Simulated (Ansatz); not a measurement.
**Cu: stress in a strained cell**

Cu is deformed so: equal xy, yz and zx engineering shear strains of -3 %. What stress and forces result, by LAPW, PAW and all-electron datasets made for the crystal?

Program: Ansatz 0.2.0. Level of theory: DFT PBEsol, scalar-relativistic. These are calculated values, not measurements.

## (1) The starting structure

Symmetry: Fm-3m, No. 225, cubic system. Conventional cell: a = 3.615 Å, b = 3.615 Å, c = 3.615 Å, α = 90.00°, β = 90.00°, γ = 90.00°. Around Cu (site symmetry m-3m) lie 12 Cu at 2.56 Å.

Coordinates:

```cif
data_structure
_symmetry_space_group_name_H-M 'P 1'
_symmetry_Int_Tables_number 1
_cell_length_a 2.5562
_cell_length_b 2.5562
_cell_length_c 2.5562
_cell_angle_alpha 60.000
_cell_angle_beta 60.000
_cell_angle_gamma 60.000
_cell_volume 11.81
loop_
_atom_site_label
_atom_site_type_symbol
_atom_site_fract_x
_atom_site_fract_y
_atom_site_fract_z
_atom_site_occupancy
Cu1 Cu 0.00000 0.00000 0.00000 1
```

## (2) After the deformation

Space group Fm-3m before, R-3m after.

## (3) LAPW, all electrons

File input.yaml:

```yaml
crystal:
  lattice:
    - [-0.054225, 1.7803875, 1.7803875]
    - [1.7803875, -0.054225, 1.7803875]
    - [1.7803875, 1.7803875, -0.054225]
  atoms:
    - { symbol: Cu, position: [0.0, 0.0, 0.0] }
kpoints:
  mp_grid: { grid: [19, 19, 19] }
  band_path:
    path:
      - [0.0, 0.0, 0.0]
      - [0.5, 0.5, 0.5]
      - [0.2579113083, 0.5, 0.7420886917]
      - [-0.2579113083, 0.2579113083, 0.5]
      - [0.0, 0.0, 0.5]
      - [0.0, 0.0, 0.0]
      - [-0.3789556542, 0.0, 0.3789556542]
      - [0.0, 0.3789556542, 0.6210443458]
      - [0.0, 0.5, 0.5]
    npoints: 5
scf:
  occupations: { method: fermi_dirac, width: 0.08 }
hamiltonian:
  xc: pbesol
  pseudopotentials: { kind: all_electron, lapw: { basis_error: 0.00025 } }
output:
  forces: true
  stress: true
  eigenvalues: true
```

Started as:

```bash
$ ansatz run input.yaml --threads 1 --pin off --max-ram 3072MiB --backend cpu --events-out ev --progress --plain --runs-dir out
```

## (4) PAW on the default files

File input.yaml:

```yaml
crystal:
  lattice:
    - [-0.054225, 1.7803875, 1.7803875]
    - [1.7803875, -0.054225, 1.7803875]
    - [1.7803875, 1.7803875, -0.054225]
  atoms:
    - { symbol: Cu, position: [0.0, 0.0, 0.0] }
kpoints:
  mp_grid: { grid: [19, 19, 19] }
scf:
  occupations: { method: fermi_dirac, width: 0.08 }
hamiltonian:
  xc: pbesol
  pseudopotentials: { kind: paw }
output:
  forces: true
  stress: true
  eigenvalues: true
  efg: { contact_densities: true }
```

## (5) All-electron PAW on datasets made for the crystal

Edit input.yaml of step 4 so:

```diff
@@ -13,3 +13,3 @@
   xc: pbesol
-  pseudopotentials: { kind: paw }
+  pseudopotentials: { kind: all_electron, datasets: crystal }
 output:
```

(Steps that only read results are left out.)

What does the calculation give? Wanted: pressure; largest shear or deviatoric stress.

As calculated:

| quantity | value |
| --- | --- |
| pressure | LAPW -6.07, PAW -6.07, crystal datasets -6.08 GPa |
| largest shear or deviatoric stress (LAPW) | 2.08 GPa |

The largest part of the stress beyond the pressure is 2.08 GPa in size. No run of the undeformed cell stands beside it, so the pressure holds what the given cell had before the change. PAW: stress within 0.01 GPa of LAPW. Crystal datasets: stress within 0.01 GPa of LAPW.
